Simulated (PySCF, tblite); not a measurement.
# C6H10O: a rotation path, then NMR shifts on frames

How do NMR shifts of C6H10O (`C=CC(=C)OCC`) change as the atoms move?

Computed with tblite 0.8.0 and PySCF 2.14.0, with density-fitted response routines of our own, on a single molecule in the gas phase. Atoms count from 0, in the outputs and in this text.

## Step 1: Starting geometry

17 atoms, charge 0, multiplicity 1; geometry from: GFN2-xTB.

Bonds of the start (Å): C0–C1 1.33, C1–C2 1.46, C2–C3 1.34, C2–O4 1.36, O4–C5 1.41, C5–C6 1.52, C0–H7 1.08, C0–H8 1.08, C1–H9 1.08, C3–H10 1.07, C3–H11 1.07, C5–H12 1.10, C5–H13 1.10, C6–H14 1.09, C6–H15 1.09, C6–H16 1.09.

## Step 2: A band between two rotamers with GFN2-xTB

What the job is given:

```
{"job": {"kind": "neb", "xc": "GFN2-xTB", "basis": "xTB", "atoms": [6, 5, 4, 2], "turn": 120}, "charge": 0, "multiplicity": 1}
C      2.458217    -0.477150     0.788849
C      2.149603    -0.206670    -0.472468
C      0.789896     0.038914    -0.951562
C      0.548426     0.304935    -2.239008
O     -0.143812    -0.037049     0.035403
C     -1.495420     0.182171    -0.303538
C     -2.324258     0.044655     0.963716
H      3.474337    -0.651617     1.097991
H      1.697844    -0.532267     1.548463
H      2.915284    -0.153400    -1.233544
H      1.361739     0.341514    -2.939211
H     -0.431313     0.492113    -2.637461
H     -1.818214    -0.554574    -1.052661
H     -1.616461     1.187758    -0.730514
H     -2.200175    -0.950031     1.382795
H     -3.373911     0.208993     0.738185
H     -1.998781     0.773734     1.700562
```

Level: GFN2-xTB climbing-image nudged elastic band, gas phase.

Run with:

```
OMP_NUM_THREADS=1 python probes_run.py task.json out
```

The driver reads the jobs from task.json and runs them one after another.

The log of the run:

```text
image   E - E0 / eV
  0      -0.0000
  1       0.0110
  2       0.0424
  3       0.0807
  4       0.1048
  5       0.0991
  6       0.0666
  7       0.0252
  8       0.0053
```

Wall time 4.7 s (1 thread of Arm Neoverse N1, shared host); peak memory 0.19 GiB.

The final band, with the dihedral C6–C5–O4–C2:

```csv
image,dihedral (°),energy (eV),energy (kcal/mol)
0,-180,0.000,0.0
1,-169,0.011,0.3
2,-156,0.042,1.0
3,-143,0.081,1.9
4,-128,0.105,2.4
5,-114,0.099,2.3
6,-100,0.067,1.5
7,-87,0.025,0.6
8,-79,0.005,0.1
```

## Step 3: NMR shieldings: image 0, PBE0/pcSseg-1

What the job is given:

```
{"job": {"kind": "nmr", "xc": "PBE0", "basis": "pcSseg-1", "pop": false}, "charge": 0, "multiplicity": 1}
C      2.458200    -0.477200     0.788800
C      2.149600    -0.206700    -0.472500
C      0.789900     0.038900    -0.951600
C      0.548400     0.304900    -2.239000
O     -0.143800    -0.037000     0.035400
C     -1.495400     0.182200    -0.303500
C     -2.324300     0.044700     0.963700
H      3.474300    -0.651600     1.098000
H      1.697800    -0.532300     1.548500
H      2.915300    -0.153400    -1.233500
H      1.361700     0.341500    -2.939200
H     -0.431300     0.492100    -2.637500
H     -1.818200    -0.554600    -1.052700
H     -1.616500     1.187800    -0.730500
H     -2.200200    -0.950000     1.382800
H     -3.373900     0.209000     0.738200
H     -1.998800     0.773700     1.700600
```

Method: GIAO PBE0/pcSseg-1 NMR shielding, non-relativistic, gas phase.

The log of the run:

```text
coarse grid: 13808 points
cycle   1  E = -309.3025645632  dE =  8.494e-01  |g| = 5.708e-01  |ddm| = 3.586e+00
cycle   2  E = -309.2706381384  dE =  3.193e-02  |g| = 7.250e-01  |ddm| = 1.081e+00
cycle   3  E = -309.3696976982  dE = -9.906e-02  |g| = 1.250e-01  |ddm| = 6.751e-01
cycle   4  E = -309.3725640527  dE = -2.866e-03  |g| = 3.736e-02  |ddm| = 1.126e-01
cycle   5  E = -309.3728366638  dE = -2.726e-04  |g| = 1.664e-02  |ddm| = 4.182e-02
cycle   6  E = -309.3729100137  dE = -7.335e-05  |g| = 2.531e-03  |ddm| = 1.558e-02
cycle   7  E = -309.3729115063  dE = -1.493e-06  |g| = 6.241e-04  |ddm| = 2.196e-03
final grid: 132176 points
cycle   8  E = -309.4275267379  dE = -4.301e-05  |g| = 1.143e-02  |ddm| = 3.662e-02
cycle   9  E = -309.4275057467  dE =  2.099e-05  |g| = 1.592e-02  |ddm| = 1.770e-02
cycle  10  E = -309.4275527419  dE = -4.700e-05  |g| = 2.310e-03  |ddm| = 1.137e-02
cycle  11  E = -309.4275539508  dE = -1.209e-06  |g| = 3.198e-04  |ddm| = 2.309e-03
cycle  12  E = -309.4275539703  dE = -1.947e-08  |g| = 1.715e-04  |ddm| = 3.812e-04
cycle  13  E = -309.4275539780  dE = -7.693e-09  |g| = 2.418e-05  |ddm| = 1.555e-04
cycle  14  E = -309.4275539781  dE = -1.251e-10  |g| = 9.236e-06  |ddm| = 2.526e-05
converged SCF energy = -309.4275539781

GIAO shielding tensors (ppm)
atom      isotropic    diamagn.    paramagn.     s11        s22        s33       span
  0 C       65.165     254.905    -189.740    -46.649     66.027    176.117    222.766
  1 C       45.365     256.610    -211.245    -67.677     63.806    139.965    207.642
  2 C       20.061     251.360    -231.299    -84.425     37.620    106.987    191.412
  3 C       96.261     257.216    -160.954     18.275    104.351    166.158    147.883
  4 O      201.537     405.450    -203.913     92.816    239.999    271.796    178.979
  5 C      121.837     247.421    -125.584     98.514    104.894    162.103     63.589
  6 C      169.700     247.017     -77.317    154.970    168.475    185.655     30.685
  7 H       26.287      28.173      -1.886     24.305     25.439     29.116      4.810
  8 H       25.677      33.566      -7.889     23.480     23.485     30.065      6.585
  9 H       25.409      30.891      -5.482     23.462     23.904     28.860      5.398
 10 H       27.456      31.120      -3.664     25.374     26.686     30.307      4.933
 11 H       27.563      32.871      -5.308     24.884     25.622     32.184      7.300
 12 H       27.892      32.184      -4.292     23.406     28.278     31.993      8.587
 13 H       27.895      32.319      -4.423     23.405     28.293     31.988      8.583
 14 H       30.095      30.234      -0.139     26.323     28.233     35.728      9.405
 15 H       30.573      27.855       2.718     26.374     27.914     37.432     11.058
 16 H       30.096      30.325      -0.229     26.322     28.240     35.725      9.402
```

Run time: 29 s. Hardware: 1 thread of Arm Neoverse N1, shared host; peak memory 0.75 GiB.

The references, computed at this level on geometries of the same kind, shield at (ppm): 1H TMS 31.72, 13C TMS 186.9, 17O H2O 336.1. Their shielding less the atom's gives the shift. The references are single molecules in the gas phase, so shifts against H2O, NH3, PH3, H3PO4 or CFCl3 are not on the usual liquid scales and can be off by tens of ppm. Each atom is listed at this fixed geometry, with no averaging over motion; a spectrum would average atoms that exchange fast.

```csv
atoms,environment,σ (ppm),δ (ppm)
C2,alkene carbon bearing oxygen,20.1,166.9
C1,alkene CH,45.4,141.6
C0,terminal =CH2 carbon,65.2,121.8
C3,β carbon of an enol-ether or enamine type C=C,96.3,90.7
C5,sp3 CH2 bonded to O,121.8,65.1
C6,methyl carbon,169.7,17.2
H9,hydrogen on an alkene CH,25.41,6.31
H8,hydrogen on a terminal =CH2 carbon,25.68,6.04
H7,hydrogen on a terminal =CH2 carbon,26.29,5.43
H10,hydrogen on a β carbon of an enol-ether or enamine type C=C,27.46,4.26
H11,hydrogen on a β carbon of an enol-ether or enamine type C=C,27.56,4.15
H12,hydrogen on an sp3 CH2 bonded to O,27.89,3.82
H13,hydrogen on an sp3 CH2 bonded to O,27.90,3.82
H14,hydrogen on a methyl carbon,30.09,1.62
H16,hydrogen on a methyl carbon,30.10,1.62
H15,hydrogen on a methyl carbon,30.57,1.14
O4,ether oxygen,201.5,134.5
```

## Step 4: Shielding tensors: image 2, PBE0/pcSseg-1

What the job is given:

```
{"job": {"kind": "nmr", "xc": "PBE0", "basis": "pcSseg-1", "pop": false}, "charge": 0, "multiplicity": 1}
C      2.459600    -0.593300     0.758400
C      2.147300    -0.161400    -0.455900
C      0.782500     0.045000    -0.941600
C      0.563700     0.461900    -2.193100
O     -0.164400    -0.224300    -0.002700
C     -1.528100    -0.050400    -0.327500
C     -2.307300     0.172500     0.960800
H      3.482700    -0.732600     1.064100
H      1.697400    -0.822000     1.482700
H      2.918200     0.061400    -1.180100
H      1.394900     0.672800    -2.838400
H     -0.411000     0.612600    -2.617700
H     -1.894000    -0.942500    -0.856000
H     -1.659100     0.817600    -0.983100
H     -2.180900    -0.668800     1.635900
H     -3.363100     0.293500     0.734100
H     -1.945400     1.070000     1.456200
```

Method: GIAO PBE0/pcSseg-1 NMR shielding, non-relativistic, gas phase.

The log of the run:

```text
coarse grid: 13808 points
cycle   1  E = -309.3014625779  dE =  8.472e-01  |g| = 5.711e-01  |ddm| = 3.584e+00
cycle   2  E = -309.2703790974  dE =  3.108e-02  |g| = 7.221e-01  |ddm| = 1.073e+00
cycle   3  E = -309.3686552021  dE = -9.828e-02  |g| = 1.247e-01  |ddm| = 6.667e-01
cycle   4  E = -309.3714959954  dE = -2.841e-03  |g| = 3.769e-02  |ddm| = 1.129e-01
cycle   5  E = -309.3717743547  dE = -2.784e-04  |g| = 1.665e-02  |ddm| = 4.237e-02
cycle   6  E = -309.3718479127  dE = -7.356e-05  |g| = 2.562e-03  |ddm| = 1.567e-02
cycle   7  E = -309.3718494394  dE = -1.527e-06  |g| = 6.395e-04  |ddm| = 2.229e-03
final grid: 132176 points
cycle   8  E = -309.4255920508  dE = -3.080e-05  |g| = 1.146e-02  |ddm| = 2.757e-02
cycle   9  E = -309.4255695371  dE =  2.251e-05  |g| = 1.620e-02  |ddm| = 1.791e-02
cycle  10  E = -309.4256179223  dE = -4.839e-05  |g| = 2.279e-03  |ddm| = 1.162e-02
cycle  11  E = -309.4256191131  dE = -1.191e-06  |g| = 3.191e-04  |ddm| = 2.242e-03
cycle  12  E = -309.4256191345  dE = -2.139e-08  |g| = 1.438e-04  |ddm| = 3.608e-04
cycle  13  E = -309.4256191399  dE = -5.432e-09  |g| = 2.110e-05  |ddm| = 1.291e-04
cycle  14  E = -309.4256191400  dE = -9.334e-11  |g| = 7.926e-06  |ddm| = 2.166e-05
converged SCF energy = -309.4256191400

GIAO shielding tensors (ppm)
atom      isotropic    diamagn.    paramagn.     s11        s22        s33       span
  0 C       65.493     254.796    -189.303    -45.966     66.202    176.243    222.209
  1 C       44.960     256.545    -211.585    -67.775     63.488    139.169    206.945
  2 C       20.477     251.105    -230.628    -84.056     38.531    106.955    191.011
  3 C       96.385     257.084    -160.700     16.690    105.570    166.894    150.204
  4 O      204.454     405.137    -200.682     97.504    233.449    282.410    184.906
  5 C      122.624     246.587    -123.962     95.046    108.592    164.234     69.188
  6 C      169.281     247.422     -78.141    153.622    168.576    185.646     32.025
  7 H       26.288      28.126      -1.837     24.317     25.434     29.115      4.798
  8 H       25.734      33.507      -7.773     23.456     23.633     30.113      6.657
  9 H       25.435      30.932      -5.497     23.397     23.941     28.966      5.568
 10 H       27.436      31.167      -3.731     25.368     26.611     30.328      4.961
 11 H       27.505      32.928      -5.422     24.534     25.846     32.136      7.602
 12 H       27.835      31.195      -3.359     23.447     27.126     32.933      9.486
 13 H       27.727      32.918      -5.191     22.524     29.901     30.755      8.231
 14 H       30.031      30.230      -0.199     26.204     28.238     35.652      9.447
 15 H       30.622      27.977       2.645     26.445     27.894     37.527     11.082
 16 H       30.262      30.651      -0.389     26.550     28.465     35.771      9.222
```

It took 29 s on 1 thread of Arm Neoverse N1, shared host; peak memory 0.78 GiB.

Key values: δ C2 166.4, C1 142.0, C0 121.4, C3 90.5, H9 6.28, H8 5.98 ppm.

[end of part 1 of 2]
